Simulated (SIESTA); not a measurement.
Write the native input for SIESTA 5.4.2 that does the following.

- Task: band structure
- Functional: LDA
- Potentials or basis: PseudoDojo 0.4 standard with PseudoDojo 3+ lanthanides (4f in the core) (PBE and LDA files)
- Basis: DZP (energy shift 0.003 Ry; two zetas on semicore shells)
- Grid cutoff: 800 Ry
- Energy shift: 0.003 Ry
- k mesh: 8 × 8 × 8
- Occupations: fermi-dirac, width 0.05 eV
- Spin: collinear spin, ferromagnetic start
- Starting moments: [3.0, 3.0, 3.0, 0.0] μB

Er3Ge:

```
Er Ge
1.0
    -2.23342    2.23342    5.09448
     2.23342   -2.23342    5.09448
     2.23342    2.23342   -5.09448
Er Ge
3 1
Direct
  0.50000 0.50000 0.00000
  0.25000 0.75000 0.50000
  0.75000 0.25000 0.50000
  0.00000 0.00000 0.00000
```

The cell comes from a database or a generator and needn't be the stable form of this composition.

One way to write it, as run:

Er3Ge.fdf

```
SystemName                      Er3Ge
SystemLabel                     Er3Ge
NumberOfSpecies                 2
NumberOfAtoms                   4
%block ChemicalSpeciesLabel
  1  68 Er
  2  32 Ge
%endblock ChemicalSpeciesLabel

LatticeConstant                 1.0 Ang
%block LatticeVectors
    -2.2334250000     2.2334250000     5.0944820000
     2.2334250000    -2.2334250000     5.0944820000
     2.2334250000     2.2334250000    -5.0944820000
%endblock LatticeVectors
AtomicCoordinatesFormat         Fractional
%block AtomicCoordinatesAndAtomicSpecies
     0.5000000000     0.5000000000     0.0000000000  1  Er
     0.2500000000     0.7500000000     0.5000000000  1  Er
     0.7500000000     0.2500000000     0.5000000000  1  Er
     0.0000000000     0.0000000000     0.0000000000  2  Ge
%endblock AtomicCoordinatesAndAtomicSpecies

%block kgrid.MonkhorstPack
    8   0   0  0.0
    0   8   0  0.0
    0   0   8  0.0
%endblock kgrid.MonkhorstPack
XC.Functional                   LDA
XC.Authors                      PW92
PAO.BasisSize                   DZP
PAO.EnergyShift                 0.003 Ry
Mesh.Cutoff                     800 Ry
Spin                            polarized
%block DM.InitSpin
    1   3.000
    2   3.000
    3   3.000
    4   0.000
%endblock DM.InitSpin
OccupationFunction              FD
ElectronicTemperature           0.05 eV
MaxSCFIterations                200
SCF.MustConverge                false
SCF.Mixer.Method                Pulay
SCF.Mixer.Weight                0.1
SCF.Mixer.History               10
SCF.DM.Tolerance                5.0e-05
SCF.H.Tolerance                 1.0e-03 eV
WriteForces                     true
Charge.Mulliken                 end
BandLinesScale                  ReciprocalLatticeVectors
%block BandLines
    1    0.000000   0.000000   0.000000  \Gamma
   13    0.000000   0.000000   0.500000  X
    3   -0.096098   0.096098   0.500000  Y
    7   -0.298049   0.298049   0.298049  S
   11    0.000000   0.000000   0.000000  \Gamma
    8    0.500000   0.500000  -0.500000  Z
    7    0.298049   0.701951  -0.298049  S1
    4    0.000000   0.500000   0.000000  N
    9    0.250000   0.250000   0.250000  P
    5    0.500000   0.500000  -0.096098  Y1
   11    0.500000   0.500000  -0.500000  Z
    1    0.000000   0.000000   0.500000  X
    4    0.250000   0.250000   0.250000  P
%endblock BandLines
%block SyntheticAtoms
  1
  6 6 5 5
  2.0 0.0 1.0 0.0
%endblock SyntheticAtoms
%block PAO.Basis
  Er 5
  n=5 0 2
    3.504 0.000
  n=6 0 2
    8.345 0.000
  n=5 1 2
    4.248 0.000
  n=6 1 1
    8.345
  n=5 2 2
    8.599 0.000
  Ge 4
  n=4 0 2
    5.960 0.000
  n=4 1 2
    8.098 0.000
  n=3 2 2
    3.189 0.000
  n=4 2 1
    8.098
%endblock PAO.Basis
```

Potentials or basis: PseudoDojo 0.4 standard with PseudoDojo 3+ lanthanides (4f in the core) (PBE and LDA files), DZP (energy shift 0.003 Ry; two zetas on semicore shells).

Launch:

```bash
$ siesta Er3Ge.fdf > Er3Ge.out 2>&1
```

Results of the run:

```
Pressure               : -5.6 GPa
Band gap on the k mesh : none (metal or under the smearing width)
Net moment             : 0.00 μB per cell
```

Caveat: the magnetic or orbital state may not be the lowest; the potentials were made for another functional, which shifts forces and pressure; short orbitals over semicore shells can move pressures by several GPa; spin-orbit coupling is left out, which moves the levels of the heavy elements; the 4f electrons are frozen in the core as for a trivalent ion, so they carry no moment and show no levels; the basis of atomic orbitals isn't converged, which shifts pressures, moduli and gaps.

Wall time 8.3 min on 1 thread of Arm Neoverse V1, with other jobs on the host, peak memory 0.72 GiB.
